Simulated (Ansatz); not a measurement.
# BBrH3: the cost of one run

Computed with Ansatz 0.2.0, driven from Python. The levels of theory stand in the script.

## Step 1: The system

Bond lengths: B1–Br2 2.009 Å, B1–H3 1.191 Å, B1–H4 1.191 Å, B1–H5 1.191 Å. Angles: Br2–B1–H3 109.5°, Br2–B1–H4 109.5°, Br2–B1–H5 109.5°, H3–B1–H4 109.5°, H3–B1–H5 109.5°, H4–B1–H5 109.5°.

No structure file is read: the coordinates are typed or built in the script.

## Step 2: The script

Contents of x2c_bbrh3.py:

```python
import ansatz as az
import numpy as np

GEOMETRY = """
B    -0.16350   -0.00500   -0.00570
Br    1.84360    0.05680    0.06430
H    -0.50850   -0.88660   -0.72860
H    -0.59310   -0.19750    1.08840
H    -0.57850    1.03230   -0.41840
"""


def main() -> None:
    mol = az.Crystal.molecule()
    for line in GEOMETRY.strip().splitlines():
        symbol, *xyz = line.split()
        mol = mol.atom(symbol, [float(v) for v in xyz])

    calc = (
        mol.calculation()
        .functional("b3lyp", dispersion="d4")
        .charge(-1)
        .forces()
    )
    sets = {"none": "cc-pVTZ", "scalar": "cc-pVTZ-DK"}
    found = {kind: calc.basis(gaussian=basis).pseudopotentials(relativity=kind).run(threads=1, backend="cpu").report for kind, basis in sets.items()}
    for kind, each in found.items():
        dipole = 4.803205 * np.linalg.norm(each["charge_distribution"]["dipole_moment_e_ang"])
        print(f"{kind:7s} E = {each['free_energy_ev']:.4f} eV  dipole {dipole:.3f} D  largest force component {np.abs(each['forces_ev_ang']).max():.4f} eV/A")
    print(f"relativity lowers the total energy by {found['none']['free_energy_ev'] - found['scalar']['free_energy_ev']:.3f} eV")


if __name__ == "__main__":
    main()
```

## Step 3: Launch

The run is started by

```bash
> python x2c_bbrh3.py
```

Q: Estimate wall time and peak memory on 1 thread of Arm Neoverse V2, shared host.

About 4.7 s, with a peak of 0.26 GiB.
